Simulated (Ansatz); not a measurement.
# GeH2: the cost of one run

Computed with Ansatz 0.2.0, Gaussian basis. Level: PBE0-D4/def2-TZVP structures, single points in def2-TZVPP, no counterpoise correction.

Levels: SPW92, PBE-D4, BLYP-D4, r2SCAN-D4, B97M-V, PBE0-D4, B3LYP-D4, r2SCAN0-D4, BHLYP-D4, CAM-B3LYP-D4, wB97X-V, wB97M-V, B2PLYP, PBE-QIDH, RPA on PBE, Hartree-Fock, MP2, CCSD, CCSD(T).

Correlated methods freeze the cores. Filled d shells of the heavier atoms are correlated. B3LYP uses VWN-RPA correlation. B2PLYP carries no dispersion term here.

57 further runs of the same task are left out: 1 that didn't finish, 56 set aside as unsound or not needed.

### 1 The system as given

The complex: 8 atoms, charge 0, spin multiplicity 1.

Atoms are counted from 1 here; the program's logs count them from 0.

Bond lengths: Ge1–H2 1.755 Å, Ge1–Si3 2.814 Å, Ge1–H4 1.603 Å, Ge1–H5 1.589 Å, H2–Si3 1.605 Å, Si3–H6 1.489 Å, Si3–H7 1.475 Å, Si3–H8 1.479 Å. Angles: H2–Ge1–Si3 31.5°, H2–Ge1–H4 86.2°, H2–Ge1–H5 88.3°, Si3–Ge1–H4 57.9°, Si3–Ge1–H5 76.9°, H4–Ge1–H5 91.6°, Ge1–H2–Si3 113.6°, Ge1–Si3–H2 34.9°, Ge1–Si3–H6 125.5°, Ge1–Si3–H7 96.4°, Ge1–Si3–H8 103.4°, H2–Si3–H6 93.4°, H2–Si3–H7 123.6°, H2–Si3–H8 106.4°, H6–Si3–H7 108.5°, H6–Si3–H8 109.2°, H7–Si3–H8 113.6°.

As a file:

```xyz
8
GeH6Si
Ge   -1.1134    0.2360    1.5514
H    -0.6453   -0.8938    0.2923
Si    0.3415   -0.2620   -0.8048
H    -0.8003    1.3895    0.4835
H     0.3945    0.2291    2.0532
H     0.8480   -1.5921   -1.2427
H     1.4960    0.5915   -0.4679
H    -0.5210    0.3019   -1.8653
```

Its parts: GeH2 holds atoms 1, 4, 5; SiH4 holds atoms 2, 3, 6, 7, 8. Each part counts its atoms afresh in its own runs.

### 2 Relaxing GeH2 alone

The input, relax-a/in.yaml:

```yaml
crystal:
  periodic: [false, false, false]
  atoms:
    - {symbol: Ge, position_ang: [-1.113398, 0.235952, 1.551441]}
    - {symbol: H, position_ang: [-0.800342, 1.389538, 0.483453]}
    - {symbol: H, position_ang: [0.394515, 0.229078, 2.053237]}
basis:
  gaussian: {orbitals: def2-TZVP}
hamiltonian: {xc: pbe0, dispersion: d4}
relax: {f_tol: 0.005, max_steps: 200}
```

Started as:

```console
ansatz run in.yaml --threads 2 --pin off --events-out ev --progress --plain --max-ram 4352MiB
```

**Question.** How long does this run take on 2 threads of Arm Neoverse V2, shared host?

About 1.9 s.
